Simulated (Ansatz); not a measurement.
CS2:

```
CELL_PARAMETERS angstrom
3.64579 -2.99431 0.00000
3.64579 2.99431 0.00000
0.00000 0.00000 9.85126
ATOMIC_POSITIONS crystal
S 0.18152 0.81848 0.88687
S 0.31848 0.68152 0.38687
S 0.68152 0.31848 0.61313
S 0.81848 0.18152 0.11313
C 0.50000 0.50000 0.50000
C 0.00000 0.00000 0.00000
```

The cell comes from a database or a generator and needn't be the stable form of this composition.

Base run:

```yaml
Program: Ansatz 0.2.0
Functional: PBEsol
Potentials_or_basis: Ansatz PAW
Cutoff: 420 eV
Density_cutoff: 1680 eV
k_mesh: 6 × 6 × 4
Occupations: fixed
Spin: no spin polarisation
```

Its results: band gap on the k mesh 3.41 eV, direct; pressure -0.1 GPa; largest force 0.085 eV/Å.

Q: After a change of settings the same cell gave: band gap on the k mesh 3.32 eV, direct; pressure -1.1 GPa; largest force 0.221 eV/Å. Which change was it?
A. functional from PBEsol to r2SCAN; cutoff from 420 eV to 500 eV; density cutoff from 1680 eV to 2000 eV; level from pbesol to r2scan
B. functional from PBEsol to LDA; level from pbesol to lda
C. k mesh from 6 × 6 × 4 to 6 × 6 × 3; occupations from fixed to fermi-dirac, width 0.05 eV; potential files from those of the base run to others of the same set

A: B.

Caveats: the PAW data sets come from PBE, with cores solved anew for the run's functional, which leaves a small shift of forces and pressure.

Not every run made on this cell is shown here.
